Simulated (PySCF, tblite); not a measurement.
**C₄H₇F₂OS radical: geometry, infrared bands and EPR parameters**

Wanted: the infrared bands and EPR parameters of C₄H₇F₂OS radical (`C[CH]OC(F)(F)CS`), by calculation.

Computed with tblite 0.8.0 and PySCF 2.14.0, with density-fitted response routines of our own, on a single molecule in the gas phase. Atoms count from 0, in the outputs and in this text.

**1. Starting geometry**

15 atoms, charge 0, multiplicity 2; geometry from: force field or distance geometry start.

Bonds of the start (Å): C0–C1 1.49, C1–O2 1.35, O2–C3 1.44, C3–F4 1.35, C3–F5 1.36, C3–C6 1.52, C6–S7 1.82, C0–H8 1.09, C0–H9 1.08, C0–H10 1.09, C1–H11 1.09, C6–H12 1.10, C6–H13 1.09, S7–H14 1.34.

**2. Geometry optimisation with GFN2-xTB**

What the job is given:

```
{"job": {"kind": "relax", "xc": "GFN2-xTB", "basis": "xTB"}, "charge": 0, "multiplicity": 2}
C      2.850800    -0.025100     0.135000
C      1.451500    -0.503200     0.311800
O      0.443200     0.389300     0.209400
C     -0.867200    -0.174300     0.381900
F     -1.041600    -1.171100    -0.518100
F     -0.930100    -0.743900     1.620400
C     -1.934400     0.895800     0.221200
S     -3.636900     0.262700     0.374000
H      2.866200     1.024400    -0.169800
H      3.342800    -0.615400    -0.628300
H      3.399600    -0.121200     1.068300
H      1.199900    -1.524700     0.597500
H     -1.803300     1.679600     0.985100
H     -1.832900     1.360200    -0.762700
H     -3.511800    -0.725000    -0.524100
```

Command:

```sh
> OMP_NUM_THREADS=1 python probes_run.py task.json out
```

One launch serves the whole session: the jobs run in the order shown.

**Question.** This job is followed by: GFN2-xTB harmonic vibrations, gas phase; UKS B3LYP, pcH-1 on C F H O S, non-relativistic, mean-field spin-orbit, GIAO. What will the session give for the following? strongest single infrared mode (GFN2-xTB); zero-point energy (GFN2-xTB); g(iso) (B3LYP); ⟨S²⟩; largest a(iso) (averaged by class); potential on the surface of density 0.002 e/bohr³, 1st and 99th percentile.

**Answer**, as computed:

```
                                                                  quantity                  value
                                 strongest single infrared mode (GFN2-xTB)  1199 cm⁻¹, 267 km/mol
                                              zero-point energy (GFN2-xTB)          63.6 kcal/mol
                                                            g(iso) (B3LYP)                2.00312
                                                                      ⟨S²⟩     0.754 (exact 0.75)
                                        largest a(iso) (averaged by class)   13C on C1, 145.9 MHz
potential on the surface of density 0.002 e/bohr³, 1st and 99th percentile     -1.05 V and 1.14 V
```

**Reading.** Relaxing lowered the energy by 0.200 eV in 88 steps; the close pair that moved most is O2–C3, from 1.437 to 1.343 Å. No mode is imaginary among the 39: a minimum at this level. The strongest single mode, at 1199 cm⁻¹, has its largest shares on O2, C3, H11 and C1 (the list is cut at 4 atoms). Unscaled tight-binding wavenumbers are off by several per cent, some by more. Its intensities can rank the bands wrongly. C1 carries the largest spin population, 0.96 e. The isotropic g lies 0.8 ppt above the free-electron value. These values are for one conformer; the search (at its own cheap level) found 2 more, at 0.44, 2.86 kcal/mol, and measured spectra average over such forms.
